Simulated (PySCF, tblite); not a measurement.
# C₆H₁₂BNS: geometry, infrared bands and NMR shifts

Aim: predict the infrared bands and NMR shifts of C₆H₁₂BNS (`CB(C)[C@@H](C#N)[C@H](C)S`).

Programs: tblite 0.8.0 and PySCF 2.14.0, with density-fitted response routines of our own. Each step states its level of theory. These are calculated values for one molecule in the gas phase, unless marked as measured. Atoms count from 0, in the outputs and in this text.

## 1. Starting geometry

21 atoms, charge 0, multiplicity 1; geometry from: force field or distance geometry start.

Bonds of the start (Å): C0–B1 1.59, B1–C2 1.59, B1–C3 1.61, C3–C4 1.45, C4–N5 1.16, C3–C6 1.56, C6–C7 1.54, C6–S8 1.84, C0–H9 1.12, C0–H10 1.10, C0–H11 1.11, C2–H12 1.12, C2–H13 1.12, C2–H14 1.11, C3–H15 1.11, C6–H16 1.12, C7–H17 1.10, C7–H18 1.11, C7–H19 1.11, S8–H20 1.41.

## 2. Geometry optimisation with GFN2-xTB

What the job is given:

```
{"job": {"kind": "relax", "xc": "GFN2-xTB", "basis": "xTB"}, "charge": 0, "multiplicity": 1}
C     -2.428900    -0.979000    -0.039100
B     -1.301000     0.136300     0.002500
C     -1.552700     1.489900     0.802400
C      0.108600    -0.139700    -0.727900
C      0.286200     0.877000    -1.752200
N      0.422700     1.684500    -2.580600
C      1.302200    -0.159000     0.269000
C      2.640800    -0.419700    -0.437100
S      1.071500    -1.461700     1.546100
H     -3.338500    -0.631800     0.521100
H     -2.066100    -1.915100     0.421000
H     -2.719300    -1.174600    -1.092700
H     -1.763300     1.270200     1.877700
H     -2.440700     2.003400     0.360100
H     -0.687100     2.175800     0.726700
H      0.047700    -1.134900    -1.211100
H      1.372700     0.824000     0.792500
H      3.460700    -0.476200     0.298100
H      2.595800    -1.383500    -0.989600
H      2.872700     0.396500    -1.147100
H      2.107100    -0.965500     2.359600
```

Started as:

```console
> OMP_NUM_THREADS=1 python probes_run.py task.json out
```

The driver reads the jobs from task.json and runs them one after another.

**Question.** This job is followed by: GFN2-xTB harmonic vibrations, gas phase; GIAO PBE0/pcSseg-1 NMR shielding, non-relativistic, gas phase. Predict these results of the whole session: strongest single infrared mode (GFN2-xTB); zero-point energy (GFN2-xTB); 13C shifts against TMS (PBE0/pcSseg-1, means over atoms taken as alike); 1H shifts against TMS (PBE0/pcSseg-1, means over atoms taken as alike); 11B shifts against BF3·OEt2 (PBE0/pcSseg-1); 15N shifts against NH3 (PBE0/pcSseg-1); 33S shifts against CS2 (PBE0/pcSseg-1).

**Answer**, as computed:

| quantity | value |
| --- | --- |
| strongest single infrared mode (GFN2-xTB) | 2394 cm⁻¹, 276 km/mol |
| zero-point energy (GFN2-xTB) | 104.0 kcal/mol |
| 13C shifts against TMS (PBE0/pcSseg-1, means over atoms taken as alike) | 123.6, 42.5, 34.0, 30.9, 15.0 ppm |
| 1H shifts against TMS (PBE0/pcSseg-1, means over atoms taken as alike) | 3.42, 2.22, 1.98, 1.67, 1.13 ppm |
| 11B shifts against BF3·OEt2 (PBE0/pcSseg-1) | 85.2 ppm |
| 15N shifts against NH3 (PBE0/pcSseg-1) | 301.3 ppm |
| 33S shifts against CS2 (PBE0/pcSseg-1) | -28 ppm |

What this shows: Relaxing lowered the energy by 0.282 eV in 60 steps; the close pair that moved most is S8–H20, from 1.407 to 1.332 Å. The lowest mode is slightly imaginary (5i cm⁻¹), a soft motion within the noise of the Hessian, so the minimum is not strictly shown. The strongest single mode, at 2394 cm⁻¹, moves mainly C4 and N5. GFN2-xTB is a fitted tight-binding method: band positions and strengths are rough. Its intensities can rank the bands wrongly. The most deshielded carbon is C4 (nitrile carbon), at 123.6 ppm: C≡N carbons fall here, among the sp2 signals but without a proton. At PBE0/pcSseg-1: The widest tensor belongs to N5: span 500 ppm, with a paramagnetic part of -375 ppm.
